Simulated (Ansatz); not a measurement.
**CH₅GeO radical: up Jacob's ladder to CCSD(T)**

One table from this session's results is given with a row withheld; the runs are named, their logs left out.

Computed with Ansatz 0.2.0, Gaussian basis. Level: functionals in def2-TZVPP, the program's frozen cores in correlated methods.

Levels to be run: LDA (SPW92), PBE-D4, revPBE-D4, BLYP-D4, r2SCAN-D4, B97M-V, PBE0-D4, B3LYP-D4, r2SCANh-D4, r2SCAN0-D4, HSE06-D4, BHLYP-D4, CAM-B3LYP-D4, LC-ωPBE, ωB97X-V, ωB97M-V, B2PLYP, PBE-QIDH; CCSD(T)/def2-SVP; CCSD(T)/def2-TZVPP; MP2/def2-QZVPP; extrapolation to the limit; RPA on PBE.

### The relaxed structure

The geometry comes from an earlier relaxation with PBE0-D4 in a triple-zeta def2 set; it is a stationary point, not always the lowest conformer.

SMILES `[CH3][GeH][OH]`, 8 atoms, charge 0, spin multiplicity 2.

Atoms are counted from 1 here; the program's logs count them from 0.

Bond lengths: C1–Ge2 1.954 Å, C1–H4 1.090 Å, C1–H5 1.092 Å, C1–H6 1.090 Å, Ge2–O3 1.792 Å, Ge2–H7 1.564 Å, O3–H8 0.960 Å. Angles: Ge2–C1–H4 110.3°, Ge2–C1–H5 108.7°, Ge2–C1–H6 109.9°, H4–C1–H5 109.5°, H4–C1–H6 109.3°, H5–C1–H6 109.1°, C1–Ge2–O3 103.5°, C1–Ge2–H7 112.3°, O3–Ge2–H7 107.9°, Ge2–O3–H8 112.7°.

Geometry (Å):

```xyz
8
charge 0, multiplicity 2
C    -0.66971    0.83744   -0.54282
Ge    0.88215   -0.27885   -0.13901
O     0.16006   -1.76893    0.54642
H    -0.34976    1.80770   -0.92346
H    -1.24763    0.97833    0.37327
H    -1.29600    0.34728   -1.28774
H     1.80207    0.35773    0.95396
H     0.81092   -2.33789    0.96357
```

The first run:

Input file in.yaml:

```yaml
crystal:
  periodic: [false, false, false]
  atoms:
    - {symbol: C, position_ang: [-0.669713, 0.837439, -0.542820]}
    - {symbol: Ge, position_ang: [0.882153, -0.278854, -0.139010]}
    - {symbol: O, position_ang: [0.160063, -1.768925, 0.546421]}
    - {symbol: H, position_ang: [-0.349763, 1.807696, -0.923461]}
    - {symbol: H, position_ang: [-1.247630, 0.978326, 0.373273]}
    - {symbol: H, position_ang: [-1.295998, 0.347277, -1.287738]}
    - {symbol: H, position_ang: [1.802070, 0.357732, 0.953964]}
    - {symbol: H, position_ang: [0.810919, -2.337889, 0.963573]}
basis:
  gaussian: {orbitals: def2-TZVPP}
magnetization: {spin_polarized: true, initial_magnetization: 1}
hamiltonian: {xc: lda}
output: {orbitals: {seedname: orbitals}}
```

Steps of the session up to this table: LDA; PBE-D4 (GGA); revPBE-D4 (GGA); BLYP-D4 (GGA); r2SCAN-D4 (meta-GGA); B97M-V (meta-GGA); PBE0-D4 (hybrid); B3LYP-D4 (hybrid); r2SCANh-D4 (hybrid); r2SCAN0-D4 (hybrid); HSE06-D4 (hybrid); BHLYP-D4 (hybrid); CAM-B3LYP-D4 (range-separated); LC-ωPBE-D4 (range-separated; the results give it without D4); ωB97X-V (range-separated); ωB97M-V (range-separated); B2PLYP (double hybrid); PBE-QIDH (double hybrid).

One table of the session follows, with a row left open; its other results are not shown here.

It belongs to the step «Frontier levels by functional». 

```
  functional  HOMO (eV)  LUMO (eV)  gap (eV)
 LDA (SPW92)      -4.56      -3.62      0.94
      PBE-D4      -4.54      -3.25      1.28
   revPBE-D4      -4.51      -3.12      1.39
     BLYP-D4          ?          ?         ?
   r2SCAN-D4      -4.91      -2.89      2.03
      B97M-V      -4.75      -3.40      1.35
     PBE0-D4      -5.73      -2.33      3.40
    B3LYP-D4      -5.47      -2.76      2.71
  r2SCANh-D4      -5.35      -2.56      2.79
  r2SCAN0-D4      -6.00      -2.08      3.92
    HSE06-D4      -5.34      -2.71      2.63
    BHLYP-D4      -6.75      -1.55      5.20
CAM-B3LYP-D4      -6.98      -1.45      5.53
     LC-ωPBE      -8.38       0.01      8.39
     ωB97X-V      -7.89      -0.46      7.44
     ωB97M-V      -7.72      -0.53      7.19
```

Q: Estimate the row for BLYP-D4 from the others.

Worked estimate for «HOMO (eV)». Against the share of exact exchange, B3LYP-D4 (0.2, -5.47), BHLYP-D4 (0.5, -6.75) give a slope of -4.27 per unit share; at 0 the line stands at -4.62.

As computed: HOMO (eV): -4.37; LUMO (eV): -3.31; gap (eV): 1.05. In «HOMO (eV)» the line misses by -0.25.
